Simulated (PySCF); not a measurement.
**[Ta3]−: other functionals and bases at one geometry**

The task here is to estimate one member of a computed series from the others.

Program: PySCF 2.14.0. Level of theory: several levels, as the steps say, no spin–orbit coupling. These are calculated values, not measurements.

4 further runs of the same task are left out: 2 for a known fault of the program, 1 that didn't finish, 1 set aside as unsound or not needed.

### The starting structure

3 atoms, charge -1, spin multiplicity 3.

Bond lengths: Ta1–Ta2 2.599 Å, Ta1–Ta3 2.410 Å, Ta2–Ta3 2.410 Å. Angles: Ta2–Ta1–Ta3 57.4°, Ta1–Ta2–Ta3 57.4°, Ta1–Ta3–Ta2 65.3°.

Coordinates:

```
Ta    1.4638   -0.0644    0.0000
Ta   -0.7870    1.2360    0.0000
Ta   -0.6768   -1.1716    0.0000
```

An earlier session relaxed this geometry at TPSS, Ta def2-SVP with ECP60 (triplet, point group C2v).

At TPSS on the finer grid: E = -170.851872 Eh, HOMO 1.01 eV, LUMO 1.44 eV (over both spins), ⟨S²⟩ = 2.678, Mulliken charge on Ta1 -0.35 e, largest force component 0.010 eV/Å. The state is spin-contaminated. The highest filled level lies above zero; it isn't the detachment energy.

Levels to run: PBE0; PBE; BP86; r2SCAN; TPSS, TZVP; TPSS, x2c-SVP. Hardware: 2 threads of Arm Neoverse V1, shared host.

Set-up of the first run:

run.py (the lines that set the calculation)

```python
mol = gto.M(atom='''
Ta     1.46377    -0.06439     0.00000
Ta    -0.78696     1.23599     0.00000
Ta    -0.67681    -1.17160     0.00000''',
    basis={'Ta': 'def2-SVP'},
    ecp={'Ta': 'def2-SVP'},
    charge=-1, spin=2)
mf = dft.UKS(mol, xc='PBE0')
mf.grids.atom_grid = (75, 302)
mf = mf.density_fit()  # fitting sets: Ta def2-universal-JKFIT
mf.conv_tol = 1e-08; mf.max_cycle = 55
mf.kernel(dm0)  # dm0: the density of the relaxed state
```

Command:

```sh
OMP_NUM_THREADS=2 python run.py
```

Among the steps run: PBE0; PBE; BP86; r2SCAN; TPSS, TZVP; TPSS, x2c-SVP.

One of the session's tables, all rows but one given; the rest of the session is left out.

| level | HOMO (eV) | gap (eV) | charge on Ta1 (e) | dipole (D) | largest force component (eV/Å) |
| --- | --- | --- | --- | --- | --- |
| TPSS (relaxed here) | 1.01 | 0.44 | -0.35 | 0.43 | 0.01 |
| PBE0 | 0.18 | 1.78 | -0.35 | 0.24 | 0.43 |
| PBE | 1.02 | 0.32 | -0.35 | 0.41 | 0.16 |
| BP86 | 0.89 | 0.32 | -0.35 | 0.40 | 0.08 |
| r2SCAN | 0.78 | 0.77 | -0.34 | 0.25 | 0.25 |
| TPSS, TZVP | ? | ? | ? | ? | ? |
| TPSS, x2c-SVP | 0.98 | 0.39 | -0.44 | 0.36 | 1.05 |

**Question.** Estimate the row for TPSS, TZVP.

**Answer.** HOMO (eV): 1.06; gap (eV): 0.40; charge on Ta1 (e): -0.39; dipole (D): 0.32; largest force component (eV/Å): 0.10. In the column «HOMO (eV)» it is the highest.

The dipole of a charged species depends on the origin, so these sizes hold for this origin alone.

In one basis the HOMO–LUMO gap runs from 0.32 eV (PBE) to 1.78 eV (PBE0). The largest leftover force, 1.05 eV/Å with TPSS, x2c-SVP, stands at a geometry relaxed at another level. Total energies of different levels can't be compared.

To keep in mind: The state is spin-contaminated.
